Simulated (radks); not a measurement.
# Dipole-allowed lines with 54 electrons: Ce⁴⁺, Pr⁵⁺

One table from this session's results is given with a row withheld; the runs are named, their logs left out.

The numbers are computed with radks (a radial shooting solver on a logarithmic mesh, Libxc functionals) version 1 (scalar-relativistic Kohn-Sham, PBE, spin-unpolarised, spherical densities, finite nucleus), except any that are marked as measured or tabulated.

### The atom as given

| Item | Value |
| --- | --- |
| species | Ce⁴⁺ ([Xe]), Pr⁵⁺ ([Xe]) |

The first run:

The run's settings:

```text
Z 58
configuration [Xe] 6s0 4f0 5d0 6p0
relativity scalar-relativistic
functional pbe,pbe
spin unpolarised
nucleus finite rms 4.8771 fm
c 137.035999084
response adiabatic LDA kernel, real frequencies
```

Command:

```sh
$ python run_ks.py task.json out
```

The same process makes all the runs of this session.

Steps of the session up to this table: Ce⁴⁺, [Xe].

One of the session's tables, all rows but one given; the rest of the session is left out.

It belongs to the step «Ce⁴⁺, [Xe]». Sizes of the orbitals, from the radial functions (bohr):

```
level     <r>  outermost maximum (interpolated)  90 % within  nodes
   4p  0.6717                             0.618        0.975      2
   4d  0.7367                             0.649         1.10      1
   5s   1.459                              1.34         2.08      4
   5p   1.642                              1.49         2.36      3
   4f  0.9666                             0.686         1.60      0
   5d       ?                                 ?            ?      ?
   6s   3.086                              2.95         4.31      5
   6p   3.500                              3.35         4.90      4
```

**Question.** Estimate the row for 5d.

As computed: <r>: 2.119; outermost maximum (interpolated): 1.86; 90 % within: 3.10; nodes: 2. In the column «<r>» it lies between 5p (1.642) and 6s (3.086).
